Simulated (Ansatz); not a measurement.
**C₅H₆F₂: vertical ionisation energy**

Aim: the vertical ionisation energy of C₅H₆F₂, as cation minus neutral at the neutral's geometry, on several levels, and how well −ε(HOMO) stands in for it.

The runs use Ansatz 0.2.0, Gaussian basis; unrestricted cation, the program's frozen cores in correlated methods.

Levels to be run: UKS PBE-D4/def2-TZVPP; UKS r2SCAN-D4/def2-TZVPP; UKS PBE0-D4/def2-TZVPP; UKS B3LYP-D4/def2-TZVPP; UKS wB97X-V/def2-TZVPP; UKS wB97M-V/def2-TZVPP; UKS B2PLYP/def2-TZVPP; UHF-CCSD(T)/def2-TZVPP; UHF-MP2/def2-QZVPP; extrapolation to the limit; then −ε(HOMO) from the neutral's earlier runs with LDA (SPW92), PBE-D4, revPBE-D4, BLYP-D4, r2SCAN-D4, B97M-V, PBE0-D4, B3LYP-D4, r2SCANh-D4, r2SCAN0-D4, HSE06-D4, BHLYP-D4, CAM-B3LYP-D4, LC-ωPBE, ωB97X-V, ωB97M-V.

## (1) The relaxed structure

An earlier PBE0-D4 in a triple-zeta def2 set relaxation fixed the geometry.

SMILES `F[C@H]1C=CC[C@@H]1F`, 13 atoms, charge 0, spin multiplicity 1.

Atoms are counted from 1 here; the program's logs count them from 0.

Bond lengths: F1–C2 1.393 Å, C2–C3 1.491 Å, C2–C6 1.533 Å, C2–H8 1.094 Å, C3–C4 1.328 Å, C3–H9 1.082 Å, C4–C5 1.497 Å, C4–H10 1.084 Å, C5–C6 1.527 Å, C5–H11 1.093 Å, C5–H12 1.095 Å, C6–F7 1.386 Å, C6–H13 1.092 Å. Angles: F1–C2–C3 110.5°, F1–C2–C6 110.1°, F1–C2–H8 106.9°, C3–C2–C6 104.4°, C3–C2–H8 114.6°, C6–C2–H8 110.3°, C2–C3–C4 111.4°, C2–C3–H9 122.6°, C4–C3–H9 126.0°, C3–C4–C5 112.7°, C3–C4–H10 124.8°, C5–C4–H10 122.5°, C4–C5–C6 103.6°, C4–C5–H11 113.1°, C4–C5–H12 111.4°, C6–C5–H11 109.5°, C6–C5–H12 112.3°, H11–C5–H12 106.9° and more.

## (2) Cation, UKS PBE-D4/def2-TZVPP

in.yaml

```yaml
crystal:
  periodic: [false, false, false]
  atoms:
    - {symbol: F, position_ang: [-0.302414, 1.333641, 1.801954]}
    - {symbol: C, position_ang: [0.416264, 0.926697, 0.679974]}
    - {symbol: C, position_ang: [0.958077, -0.448566, 0.877611]}
    - {symbol: C, position_ang: [0.343102, -1.328269, 0.095466]}
    - {symbol: C, position_ang: [-0.704154, -0.698580, -0.769924]}
    - {symbol: C, position_ang: [-0.519724, 0.797701, -0.526915]}
    - {symbol: F, position_ang: [0.094136, 1.373110, -1.628906]}
    - {symbol: H, position_ang: [1.174275, 1.692661, 0.493054]}
    - {symbol: H, position_ang: [1.738405, -0.670543, 1.594000]}
    - {symbol: H, position_ang: [0.550771, -2.392087, 0.078741]}
    - {symbol: H, position_ang: [-0.569716, -0.915468, -1.832954]}
    - {symbol: H, position_ang: [-1.707157, -1.043746, -0.498589]}
    - {symbol: H, position_ang: [-1.451263, 1.338749, -0.348912]}
basis:
  gaussian: {orbitals: def2-TZVPP}
total_charge: 1
magnetization: {spin_polarized: true, initial_magnetization: 1}
hamiltonian: {xc: pbe, dispersion: d4}
```

Command:

```
ansatz run in.yaml --threads 2 --pin off --events-out ev --progress --plain --max-ram 32768MiB --backend cuda --devices 0, --max-vram 18GiB
```

Further steps of the session: Cation, UKS r2SCAN-D4/def2-TZVPP; Cation, UKS PBE0-D4/def2-TZVPP; Cation, UKS B3LYP-D4/def2-TZVPP; Cation, UKS wB97X-V/def2-TZVPP; Cation, UKS wB97M-V/def2-TZVPP; Cation, UKS B2PLYP (frozen core)/def2-TZVPP; Cation, UHF-CCSD(T)/def2-TZVPP; Cation, UHF-MP2/def2-QZVPP.

Q: Predict the results of all the runs planned. Wanted: ionisation energy, CCSD(T)/CBS; nearest functional by difference; nearest −ε(HOMO); −ε(HOMO) of PBE; T1 of the cation.

The runs gave:

| quantity | value |
| --- | --- |
| ionisation energy, CCSD(T)/CBS | 10.47 eV |
| nearest functional by difference | B2PLYP (-0.30 eV) |
| nearest −ε(HOMO) | LC-ωPBE (+0.15 eV) |
| −ε(HOMO) of PBE | 6.72 eV |
| T1 of the cation | 0.018 |

By cation minus neutral, the functionals miss by 0.62 eV at most. The PBE orbital energy is 3.8 eV too small: a semilocal HOMO is no ionisation energy. Among orbital estimates LC-ωPBE comes nearest. Hartree-Fock falls 1.62 eV short, as the neutral has more correlation energy than the cation.
